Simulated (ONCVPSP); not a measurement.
**Tellurium: generating and testing an ONCV potential**

Task: generate the file, and judge it by its errors in other configurations, its logarithmic derivatives, its ghosts and its cutoff.

Method: ONCVPSP 4.0.1.1 (patched build), PBEsol, scalar-relativistic.

**1. Settings**

The settings as typed:

| Property | Result |
| --- | --- |
| element | tellurium (Te, Z = 52) |
| type | optimised norm-conserving Vanderbilt (ONCV) |
| frozen core | [Kr] 4d10 |
| valence charge | 6 |
| reference configuration | 5s2 5p4 |
| partial waves | 5s: rc 1.70 bohr, ncon 5, nbas 9, qcut 3.6 1/bohr, 2 projectors, debl 2.2 Ha; 5p: rc 2.30 bohr, ncon 4, nbas 8, qcut 3.7 1/bohr, 2 projectors, debl 3.7 Ha; d scattering state at 0.02 Ha: rc 1.85 bohr, ncon 4, nbas 8, qcut 5.2 1/bohr, 1 projector |
| local potential | polynomial inside 1.50 bohr (lpopt 2, dvloc0 6 Ha) |
| core correction | polynomial model core, fcfact 0.3 |

The outer shells as boxes (Hund's rule for the drawing; the calculation is spin-unpolarised):

```
[Kr] core
4d [↑↓][↑↓][↑↓][↑↓][↑↓]
5s [↑↓]
5p [↑↓][↑ ][↑ ]
```

The nodes and maxima of the atom's own shells, from an earlier all-electron run, set the scale for the radii.

All-electron outer shells of the reference configuration (PBEsol, scalar-relativistic, ld1.x):

```
shell  level (eV)  outermost node (bohr)  outermost maximum (bohr)
   4p     -114.23                   0.38                      0.74
   4d      -41.59                   0.36                      0.81
   5s      -15.15                   0.91                      1.80
   5p       -5.97                   1.00                      2.17
```

**2. Generation**

Contents of Te.dat:

```
# ATOM AND REFERENCE CONFIGURATION
# atsym  z   nc   nv     iexc    psfile
  Te 52.00    9    2  -116133      upf
#
#   n    l    f
    1    0    2.00
    2    0    2.00
    2    1    6.00
    3    0    2.00
    3    1    6.00
    3    2   10.00
    4    0    2.00
    4    1    6.00
    4    2   10.00
    5    0    2.00
    5    1    4.00
#
# PSEUDOPOTENTIAL AND OPTIMIZATION
# lmax
    2
#
#   l,   rc,      ep,       ncon, nbas, qcut
    0    1.70    0.00    5    9    3.60
    1    2.30    0.00    4    8    3.70
    2    1.85    0.02    4    8    5.20
#
# LOCAL POTENTIAL
# lloc, lpopt,  rc(5),   dvloc0
    4    2    1.50    6.00
#
# VANDERBILT-KLEINMAN-BYLANDER PROJECTORs
# l, nproj, debl
    0    2    2.20
    1    2    3.70
    2    1    2.30
#
# MODEL CORE CHARGE
# icmod, fcfact, rcfact
    1    0.30    0.00
#
# LOG DERIVATIVE ANALYSIS
# epsh1, epsh2, depsh
   -2.00    5.00    0.02
#
# OUTPUT GRID
# rlmax, drl
    6.00    0.01
#
# TEST CONFIGURATIONS
# ncnf
    4
# nvcnf
#   n    l    f
    2
    5    0    2.00
    5    1    3.00
#
    2
    5    0    2.00
    5    1    2.00
#
    2
    5    0    2.00
    5    1    1.00
#
    2
    5    0    0.00
    5    1    6.00
#
```

Started as:

```console
$ oncvpsp.x < Te.dat > Te.out
```

**Question.** What will these runs give? Wanted: cutoffs for 1 and 0.1 mHa per electron, occupied waves; bound ghosts; GHOST(+) flags; largest test error; largest phase difference near zero energy, channels read; rms error of d²Exc/dn², without and with the model core.

The runs gave:

| quantity | value |
| --- | --- |
| cutoffs for 1 and 0.1 mHa per electron, occupied waves | 25 Ha and 74 Ha |
| bound ghosts | d at -1351.07 eV |
| GHOST(+) flags | s at 544 eV, s at 1060 eV |
| largest test error (AE − PS) | -119 meV, for 5s2 5p1 |
| largest phase difference near zero energy, channels read | 0.036 rad |
| rms error of d²Exc/dn², without and with the model core | 5.73 and 0.11 mHa |

What this shows: A bound ghost (d) makes it unfit for use: electrons can fall into a state that the atom doesn't have. By total energies transferability is fair for so large an energy: the largest error is 119 meV on 54.7 eV, for 5s2 5p1. That test lies far up in energy; among those under 40 eV, nearer to bonding, the largest error is 35 meV. The potential is of middling hardness: the looser tolerance needs 25 Ha. The tighter tolerance needs 74 Ha, and converged work needs a cutoff nearer that. At the looser tolerance the 5s wave is the slowest; 5p needs 6 Ha. Of the channels read, d scatters worst near zero energy, by up to 0.04 rad. The program also flags highly localised states, GHOST(+) (s). These are tests on the free atom; a crystal test is still owed.
